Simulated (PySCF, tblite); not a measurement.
# C5H13B2 radical: geometry, infrared bands and EPR parameters

Aim: predict the infrared bands and EPR parameters of C5H13B2 radical (`B[CH][C@@H](BC)CC`).

The runs use tblite 0.8.0 and PySCF 2.14.0, with density-fitted response routines of our own; the level of theory stands in each step. All values are computed, except where a source is named. Atoms count from 0, in the outputs and in this text.

### 1 Starting geometry

20 atoms, charge 0, multiplicity 2; geometry from: force field or distance geometry start.

Bonds of the start (Å): B0–C1 1.60, C1–C2 1.52, C2–B3 1.61, B3–C4 1.58, C2–C5 1.54, C5–C6 1.53, B0–H7 1.19, B0–H8 1.18, C1–H9 1.13, C2–H10 1.12, B3–H11 1.20, C4–H12 1.11, C4–H13 1.10, C4–H14 1.10, C5–H15 1.13, C5–H16 1.12, C6–H17 1.11, C6–H18 1.11, C6–H19 1.10.

### 2 Relaxing the molecule with GFN2-xTB

The job: settings as JSON, then the geometry in Å.

```
{"job": {"kind": "relax", "xc": "GFN2-xTB", "basis": "xTB"}, "charge": 0, "multiplicity": 2}
B      2.655100    -1.056100    -0.725300
C      1.307500    -1.365600     0.081500
C      0.254300    -0.277200    -0.027900
B     -1.166900    -0.919800     0.350900
C     -2.379000    -0.962600    -0.661800
C      0.564500     0.935200     0.872300
C     -0.348300     2.133400     0.604200
H      3.338700    -0.136200    -0.416500
H      2.972200    -1.757800    -1.617400
H      1.549100    -1.592700     1.158200
H      0.187700     0.062000    -1.092000
H     -1.325600    -1.373200     1.446000
H     -2.090500    -0.497400    -1.624400
H     -3.230500    -0.401000    -0.245300
H     -2.682900    -2.005000    -0.843500
H      0.495000     0.649800     1.959800
H      1.613900     1.273000     0.693300
H     -0.036100     2.982000     1.239900
H     -1.402300     1.883600     0.862900
H     -0.281100     2.436500    -0.452100
```

Run with:

```bash
$ OMP_NUM_THREADS=1 python probes_run.py task.json out
```

The driver reads the jobs from task.json and runs them one after another.

**Question.** This job is followed by: GFN2-xTB harmonic vibrations, gas phase; UKS B3LYP, pcH-1 on B C H, non-relativistic, mean-field spin-orbit, GIAO. What will the session give for the following? strongest single infrared mode (GFN2-xTB); zero-point energy (GFN2-xTB); g(iso) (B3LYP); ⟨S²⟩; largest a(iso) (averaged by class); potential on the surface of density 0.002 e/bohr³, 1st and 99th percentile.

As calculated:

| quantity | value |
| --- | --- |
| strongest single infrared mode (GFN2-xTB) | 2622 cm⁻¹, 159 km/mol |
| zero-point energy (GFN2-xTB) | 105.2 kcal/mol |
| g(iso) (B3LYP) | 2.00306 |
| ⟨S²⟩ | 0.753 (exact 0.75) |
| largest a(iso) (averaged by class) | 1H on H16, 73.5 MHz |
| potential on the surface of density 0.002 e/bohr³, 1st and 99th percentile | -0.41 V and 0.88 V |

What this shows: Relaxing lowered the energy by 1.598 eV in 146 steps; the close pair that moved most is C1–B3, from 2.529 to 1.752 Å. The frame itself reshapes: C1···B3 goes from 2.53 to 1.75 Å. All 54 modes are real, so the xTB geometry is a minimum. The strongest single mode, at 2622 cm⁻¹, moves mainly H8. Unscaled tight-binding wavenumbers are off by several per cent, some by more. Its intensities can rank the bands wrongly. The largest spin populations lie on B3 (0.35 e), C2 (0.32 e). The isotropic g lies 0.7 ppt above the free-electron value. These values are for one conformer; the search (at its own cheap level) found 2 more, at 0.34, 1.74 kcal/mol, and measured spectra average over such forms.
